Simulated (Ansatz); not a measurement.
# BFH₆OSi₂: a ladder of functionals and wavefunction methods

One table from this session's results is given with a row withheld; the runs are named, their logs left out.

Program: Ansatz 0.2.0, Gaussian basis. Level of theory: functionals in def2-TZVPP, the program's frozen cores in correlated methods. These are calculated values, not measurements.

Levels to be run: PBE-D4, r2SCAN-D4, PBE0-D4, B3LYP-D4, ωB97X-V, ωB97M-V, B2PLYP; CCSD(T)/def2-TZVPP; MP2/def2-QZVPP; extrapolation to the limit.

## Structure used throughout

The geometry comes from an earlier relaxation with PBE0-D4 in a triple-zeta def2 set; it is a stationary point, not always the lowest conformer.

SMILES `OB[SiH2][SiH2]F`, 11 atoms, charge 0, spin multiplicity 1.

Atoms are counted from 1 here; the program's logs count them from 0.

Bond lengths: O1–B2 1.343 Å, O1–H6 0.966 Å, B2–Si3 2.046 Å, B2–H7 1.200 Å, Si3–Si4 2.345 Å, Si3–H8 1.490 Å, Si3–H9 1.492 Å, Si4–F5 1.631 Å, Si4–H10 1.486 Å, Si4–H11 1.485 Å. Angles: B2–O1–H6 114.9°, O1–B2–Si3 122.5°, O1–B2–H7 116.2°, Si3–B2–H7 121.2°, B2–Si3–Si4 107.4°, B2–Si3–H8 112.7°, B2–Si3–H9 110.3°, Si4–Si3–H8 109.7°, Si4–Si3–H9 109.1°, H8–Si3–H9 107.6°, Si3–Si4–F5 104.2°, Si3–Si4–H10 113.8°, Si3–Si4–H11 116.4°, F5–Si4–H10 106.2°, F5–Si4–H11 106.4°, H10–Si4–H11 108.9°.

Set-up of the first run:

The input, in.yaml:

```yaml
crystal:
  periodic: [false, false, false]
  atoms:
    - {symbol: O, position_ang: [0.518576, 2.069700, 0.735282]}
    - {symbol: B, position_ang: [0.970750, 0.921233, 1.265877]}
    - {symbol: Si, position_ang: [0.322854, -0.913672, 0.632226]}
    - {symbol: Si, position_ang: [-0.853266, -0.590132, -1.370705]}
    - {symbol: F, position_ang: [-1.197478, 1.004479, -1.380211]}
    - {symbol: H, position_ang: [-0.120192, 1.963096, 0.018729]}
    - {symbol: H, position_ang: [1.773631, 1.026010, 2.152028]}
    - {symbol: H, position_ang: [1.440342, -1.873644, 0.408960]}
    - {symbol: H, position_ang: [-0.593702, -1.515482, 1.644039]}
    - {symbol: H, position_ang: [-0.044449, -0.847998, -2.590473]}
    - {symbol: H, position_ang: [-2.151666, -1.300490, -1.495052]}
basis:
  gaussian: {orbitals: def2-TZVPP}
hamiltonian: {xc: pbe, dispersion: d4}
output: {forces: true, orbitals: {seedname: orbitals}}
```

The run is started by

```sh
$ ansatz run in.yaml --threads 4 --pin off --events-out ev --progress --plain --max-ram 10444MiB
```

Steps of the session up to this table: PBE-D4 (GGA); r2SCAN-D4 (meta-GGA); PBE0-D4 (hybrid); B3LYP-D4 (hybrid); ωB97X-V (range-separated); ωB97M-V (range-separated); B2PLYP (double hybrid); CCSD(T) in def2-TZVPP; MP2 in def2-QZVPP.

One table of the session follows, with a row left open; its other results are not shown here.

| method | atomisation energy (eV) |
| --- | --- |
| PBE-D4 | 39.636 |
| r2SCAN-D4 | 39.553 |
| PBE0-D4 | 39.077 |
| B3LYP-D4 | 39.373 |
| ωB97X-V | ? |
| ωB97M-V | 39.478 |
| B2PLYP | 38.950 |
| HF/def2-TZVPP | 29.633 |
| MP2/def2-TZVPP | 38.907 |
| CCSD/def2-TZVPP | 37.923 |
| CCSD(T)/def2-TZVPP | 38.407 |
| MP2/CBS | 39.960 |
| CCSD(T)/CBS | 39.461 |

Estimate the missing values for ωB97X-V.

The run gave: atomisation energy (eV): 39.658. In the column «atomisation energy (eV)» it lies between PBE-D4 (39.636) and MP2/CBS (39.960).

Caveats from the session: Free atoms (1 O, 1 B, 2 Si, 1 F, 6 H) were run apart at each level; the atomisation energy is their sum less the molecule, without zero-point or spin-orbit terms.
